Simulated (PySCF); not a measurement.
# TeS₂⁻: structure of the quartet

The task is one start of a wider search on TeS₂⁻: the quartet, from a end-on start. It is relaxed, tested by its Hessian and followed downhill if it is a saddle.

Program: PySCF 2.14.0. Level of theory: PBE, basis Te def2-SVPD with ECP28, S def2-SVPD, scalar-relativistic core potentials, no spin–orbit coupling, density fitting. These are calculated values, not measurements.

**1. Where the work starts**

3 atoms, charge -1, spin multiplicity 4.

Bond lengths: Te1–S2 2.462 Å, S2–S3 2.047 Å. Angles: Te1–S2–S3 119.9°.

```xyz
3
charge -1 multiplicity 4
Te    0.0000    0.0000    0.0000
S     0.0000    0.0000    2.4617
S     1.7748    0.0000    3.4817
```

**2. Finding the electronic state**

The steps below are one call of a driver around PySCF. For each, scf.py gives the equivalent set-up of the SCF; relaxations use the driver's own optimiser. After this first run the driver tries any further starts and a stability analysis.

File scf.py:

```python
from pyscf import gto, scf, dft
mol = gto.M(atom='''
Te     0.000000     0.000000     0.000000
S      0.000000     0.000000     2.461700
S      1.774800     0.000000     3.481700''',
    basis={'Te': 'def2-SVPD', 'S': 'def2-SVPD'},
    ecp={'Te': 'def2-SVPD'},
    charge=-1, spin=3)
mf = dft.UKS(mol, xc='PBE')
mf.grids.atom_grid = (50, 194)
aux = {'Te': 'def2-universal-JKFIT', 'S': 'def2-universal-JKFIT'}
mf = mf.density_fit(auxbasis=aux)
mf.conv_tol = 1e-08
mf.diis_space = 10
mf.max_cycle = 60
mf.init_guess = 'minao'
mf.verbose = 4
mf.kernel()
```

Started as:

```sh
> OMP_NUM_THREADS=2 python axn.py task.json out
```

Further steps of the session: Relaxing the quartet from the end-on start; Is it a minimum? Harmonic modes.

Before running it: what results should come out? Wanted: minimum; geometry; wavenumbers; dipole moment; highest occupied, lowest empty level; polar-tensor charge of Te1; zero-point energy; ⟨S²⟩.

The runs gave:

```
                                          quantity                                     value
                                           minimum                              quartet, C∞v
                                          geometry  S–S 2.047 Å, Te–S 2.686 Å; S–S–Te 180.0°
                                wavenumbers (cm⁻¹)                98 (π), 133 (σ+), 462 (σ+)
                    dipole moment (centre of mass)                                    4.30 D
highest occupied, lowest empty level (either spin)                           -0.60, -0.05 eV
                        polar-tensor charge of Te1                                   -0.56 e
                                 zero-point energy                                4.7 kJ/mol
                               entropy at 298.15 K                           313.7 J/(mol K)
                                              ⟨S²⟩                                     3.755
```

**Reading.** The end-on start (Cs) ends in a minimum of C∞v symmetry. The strongest infrared band lies at 462 cm⁻¹ (σ+). Other starts or spin states, not run here, may lie lower. Spin–orbit coupling, left out here, can matter for elements this heavy.
